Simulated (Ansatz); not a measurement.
# AlClH₂OS: how energies converge with the basis set

An exercise on one series of results from a longer session: the logs are not shown, and one member is left open.

Program: Ansatz 0.2.0, Gaussian basis. Level of theory: one geometry, several basis sets. These are calculated values, not measurements.

The runs, in order: PBE0-D4/def2-SVP; ωB97M-V/def2-SVP; PBE0-D4/def2-QZVPP; ωB97M-V/def2-QZVPP; the functionals' def2-TZVPP values are taken from earlier runs.

### The relaxed structure

All runs share one geometry, relaxed beforehand with PBE0-D4 in a triple-zeta def2 set.

SMILES `[OH][Al]([SH])[Cl]`, 6 atoms, charge 0, spin multiplicity 1.

Atoms are counted from 1 here; the program's logs count them from 0.

Bond lengths: O1–Al2 1.681 Å, O1–H5 0.956 Å, Al2–S3 2.161 Å, Al2–Cl4 2.092 Å, S3–H6 1.345 Å. Angles: Al2–O1–H5 124.1°, O1–Al2–S3 117.8°, O1–Al2–Cl4 121.5°, S3–Al2–Cl4 120.7°, Al2–S3–H6 91.8°.

The first run:

in.yaml reads:

```yaml
crystal:
  periodic: [false, false, false]
  atoms:
    - {symbol: O, position_ang: [1.083181, 1.190007, -0.697975]}
    - {symbol: Al, position_ang: [0.010866, 0.025957, -0.132988]}
    - {symbol: S, position_ang: [0.075597, -0.466031, 1.970234]}
    - {symbol: Cl, position_ang: [-1.346234, -0.923685, -1.410264]}
    - {symbol: H, position_ang: [1.132621, 1.475925, -1.608492]}
    - {symbol: H, position_ang: [-0.913931, -1.366273, 1.833285]}
basis:
  gaussian: {orbitals: def2-SVP}
hamiltonian: {xc: pbe0, dispersion: d4}
output: {orbitals: {seedname: orbitals}}
```

Among the steps run: PBE0-D4 in def2-SVP; ωB97M-V in def2-SVP; PBE0-D4 in def2-QZVPP; ωB97M-V in def2-QZVPP.

One of the session's tables, all rows but one given; the rest of the session is left out.

It belongs to the step «Functionals by basis». 

```
functional       basis  HOMO (eV)
   PBE0-D4    def2-SVP      -7.80
   PBE0-D4  def2-TZVPP      -7.97
   PBE0-D4  def2-QZVPP          ?
   ωB97M-V    def2-SVP      -9.93
   ωB97M-V  def2-TZVPP     -10.16
   ωB97M-V  def2-QZVPP     -10.21
```

**Question.** Estimate the row for PBE0-D4, def2-QZVPP.

**Answer.** HOMO (eV): -8.01. In the column «HOMO (eV)» it lies between ωB97M-V, def2-SVP (-9.93) and PBE0-D4, def2-TZVPP (-7.97).
